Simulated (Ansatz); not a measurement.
# SiH2S (SMILES [SiH]S): r2SCAN0/STO-3G

What is the electronic atomisation energy of SiH2S at r2SCAN0/STO-3G? 

The calculation is run with Ansatz 0.2.0.

46 further runs of the same task are left out: 46 set aside as unsound or not needed.

## 1. Starting point

SiH2S has 4 atoms, charge 0, and is taken as a singlet. SMILES: `[SiH]S`. Geometry: relaxed at PBE0-D4/def2-TZVP.

Bond lengths: Si1–S2 2.115 Å, Si1–H3 1.525 Å, S2–H4 1.346 Å. Angles: Si1–S2–H4 97.5°, S2–Si1–H3 89.3°.

## 2. The energy at r2SCAN0/STO-3G

Input file in.yaml:

```yaml
crystal:
  periodic: [false, false, false]
  atoms:
    - symbol: Si
      position_ang: [-0.262800, -1.074400, 0.161100]
    - symbol: S
      position_ang: [0.190500, 0.958800, -0.206600]
    - symbol: H
      position_ang: [1.017500, -1.190800, 0.981400]
    - symbol: H
      position_ang: [-0.889700, 1.246000, -0.956200]
basis:
  gaussian: {orbitals: STO-3G}
magnetization: {spin_polarized: false}
accuracy: high
hamiltonian: {xc: {name: r2SCAN0}}
```

The run is started by

```sh
$ ansatz run in.yaml --threads 1 --pin off --max-ram 2610MiB --events-out events.jsonl --progress --plain --runs-dir runs
```

Log:

```text
Warning: RAYON_NUM_THREADS=1 ignored (pool sized by the plan → 1); use --threads N
Functional definition: r2SCAN0
  name "r2SCAN0"
  parameter a = 0.25
  parameter k0 = 0.174
  parameter k1 = 0.065
  parameter a1 = 4.9479
  exchange = (1 - a)*r2scan_x(k0 = k0, k1 = k1, a1 = a1) + a*exact_x
  correlation = r2scan_c
345 factors; integrals over basis functions are off by at most 1.3e-8 eV
mean field evaluation 1: about -18531.3811 eV, gradient 1.1e1 eV
mean field evaluation 2: about -18531.0638 eV, gradient 1.4e1 eV
mean field evaluation 4: about -18531.9187 eV, gradient 1.6e-1 eV
mean field evaluation 8: about -18531.9045 eV, gradient 7.8e-4 eV
mean field evaluation 16: about -18531.9045 eV, gradient 1.1e-8 eV
mean field -18531.90450409 eV, -681.0349291491 hartree, gradient 1.1e-8 eV, S^2 0.000000; 0 other end points of the search recorded, 0 dependent functions left out
reference -18531.90450437 eV, -681.0349291596 hartree; 16, 16 occupied and 4, 4 virtual orbitals, 345 factors
Total energy: -18531.90450437 eV, -681.0349291596 hartree
```

Wall time 1.8 s (1 thread of AMD EPYC 7R43 (Zen 3), shared host); peak memory 0.14 GiB.

## 3. The H atom at the same level

Input file input.yaml:

```yaml
crystal:
  periodic: [false, false, false]
  atoms:
    - {symbol: H, position_ang: [0.000000, 0.000000, 0.000000]}
basis:
  gaussian:
    orbitals: STO-3G
magnetization:
  spin_polarized: true
  initial_magnetization: 1
hamiltonian:
  xc: {name: r2SCAN0}
accuracy: high
```

Run the same way, it converges to -0.46649 Eh (log not shown).

## 4. The S atom, same level

Input file run.yaml:

```yaml
crystal:
  periodic: [false, false, false]
  atoms:
    - {symbol: S, position_ang: [0.000000, 0.000000, 0.000000]}
basis:
  gaussian: {orbitals: STO-3G}
magnetization: {spin_polarized: true, initial_magnetization: 2}
hamiltonian: {xc: {name: r2SCAN0}}
accuracy: high
```

Run the same way, it converges to -393.67269 Eh (log not shown).

## 5. The Si atom at the same level

Input file input.yaml:

```yaml
crystal:
  periodic: [false, false, false]
  atoms:
    - {symbol: Si, position_ang: [0.000000, 0.000000, 0.000000]}
basis:
  gaussian:
    orbitals: STO-3G
magnetization:
  spin_polarized: true
  initial_magnetization: 2
hamiltonian:
  xc: {name: r2SCAN0}
accuracy: high
```

Run the same way, it converges to -285.92557 Eh (log not shown).

## 6. Results

Level: r2SCAN0/STO-3G.

| quantity | value |
| --- | --- |
| molecule: total energy | -681.03493 Eh |
| H atom: total energy | -0.46649 Eh |
| H atom: ⟨S²⟩ | 0.750 |
| S atom: total energy | -393.67269 Eh |
| S atom: ⟨S²⟩ | 2.000 |
| Si atom: total energy | -285.92557 Eh |
| Si atom: ⟨S²⟩ | 2.000 |
| electronic atomisation energy | 13.706 eV |

What this shows: Taking the molecule apart into free atoms costs 13.71 eV (316 kcal/mol), before zero-point energy and without spin-orbit coupling. In a minimal basis such a difference can be off by several eV, whatever the method.
